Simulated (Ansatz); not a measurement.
# C₂H₈FNOSi: up Jacob's ladder to CCSD(T)

One table from this session's results is given with a row withheld; the runs are named, their logs left out.

The runs use Ansatz 0.2.0, Gaussian basis; functionals in def2-TZVPP, the program's frozen cores in correlated methods.

Plan: PBE-D4, r2SCAN-D4, PBE0-D4, B3LYP-D4, ωB97X-V, ωB97M-V, B2PLYP; CCSD(T)/def2-TZVPP; MP2/def2-QZVPP; extrapolation to the limit.

**The geometry**

All runs share one geometry, relaxed beforehand with PBE0-D4 in a triple-zeta def2 set.

SMILES `CO[Si](C)(N)F`, 14 atoms, charge 0, spin multiplicity 1.

Atoms are counted from 1 here; the program's logs count them from 0.

Bond lengths: C1–O2 1.411 Å, C1–H7 1.095 Å, C1–H8 1.092 Å, C1–H9 1.094 Å, O2–Si3 1.629 Å, Si3–C4 1.845 Å, Si3–N5 1.703 Å, Si3–F6 1.602 Å, C4–H10 1.092 Å, C4–H11 1.092 Å, C4–H12 1.093 Å, N5–H13 1.006 Å, N5–H14 1.005 Å. Angles: O2–C1–H7 111.5°, O2–C1–H8 108.4°, O2–C1–H9 110.6°, H7–C1–H8 108.9°, H7–C1–H9 108.7°, H8–C1–H9 108.6°, C1–O2–Si3 125.1°, O2–Si3–C4 105.8°, O2–Si3–N5 110.7°, O2–Si3–F6 110.7°, C4–Si3–N5 117.6°, C4–Si3–F6 108.7°, N5–Si3–F6 103.2°, Si3–C4–H10 110.8°, Si3–C4–H11 110.7°, Si3–C4–H12 110.7°, H10–C4–H11 108.5°, H10–C4–H12 107.9° and more.

The first run:

The input, in.yaml:

```yaml
crystal:
  periodic: [false, false, false]
  atoms:
    - {symbol: C, position_ang: [0.539492, -0.905714, -1.971401]}
    - {symbol: O, position_ang: [0.226852, -0.989314, -0.598457]}
    - {symbol: Si, position_ang: [-0.408717, 0.217449, 0.291552]}
    - {symbol: C, position_ang: [-0.550425, -0.444452, 2.008077]}
    - {symbol: N, position_ang: [0.472122, 1.658248, 0.071010]}
    - {symbol: F, position_ang: [-1.873548, 0.599470, -0.233801]}
    - {symbol: H, position_ang: [0.926468, 0.083485, -2.235933]}
    - {symbol: H, position_ang: [1.299926, -1.655426, -2.198074]}
    - {symbol: H, position_ang: [-0.345791, -1.110549, -2.580679]}
    - {symbol: H, position_ang: [-1.126868, -1.371989, 2.019794]}
    - {symbol: H, position_ang: [-1.044019, 0.278619, 2.661015]}
    - {symbol: H, position_ang: [0.437931, -0.657230, 2.422465]}
    - {symbol: H, position_ang: [0.006023, 2.547781, 0.019898]}
    - {symbol: H, position_ang: [1.440554, 1.749632, 0.324535]}
basis:
  gaussian: {orbitals: def2-TZVPP}
hamiltonian: {xc: pbe, dispersion: d4}
output: {forces: true, orbitals: {seedname: orbitals}}
```

Run with:

```bash
ansatz run in.yaml --threads 2 --pin off --events-out ev --progress --plain --max-ram 22528MiB --backend cuda --devices 0, --max-vram 18GiB
```

Steps of the session up to this table: PBE-D4 (GGA); r2SCAN-D4 (meta-GGA); PBE0-D4 (hybrid); B3LYP-D4 (hybrid); ωB97X-V (range-separated); ωB97M-V (range-separated); B2PLYP (double hybrid); CCSD(T) in def2-TZVPP; MP2 in def2-QZVPP.

One table of the session follows, with a row left open; its other results are not shown here.

| method | atomisation energy (kcal/mol) |
| --- | --- |
| PBE-D4 | 1333.3 |
| r2SCAN-D4 | 1315.1 |
| PBE0-D4 | 1310.8 |
| B3LYP-D4 | 1315.2 |
| ωB97X-V | 1319.0 |
| ωB97M-V | 1320.3 |
| B2PLYP | 1302.6 |
| HF/def2-TZVPP | 961.9 |
| MP2/def2-TZVPP | 1304.4 |
| CCSD/def2-TZVPP | ? |
| CCSD(T)/def2-TZVPP | 1282.1 |
| MP2/CBS | 1340.8 |
| CCSD(T)/CBS | 1318.5 |

Q: Estimate the row for CCSD/def2-TZVPP from the others.

As computed: atomisation energy (kcal/mol): 1265.1. In the column «atomisation energy (kcal/mol)» it lies between HF/def2-TZVPP (961.9) and CCSD(T)/def2-TZVPP (1282.1).

Caveats from the session: Free atoms (2 C, 1 O, 1 Si, 1 N, 1 F, 8 H) were run apart at each level; the atomisation energy is their sum less the molecule, without zero-point or spin-orbit terms.
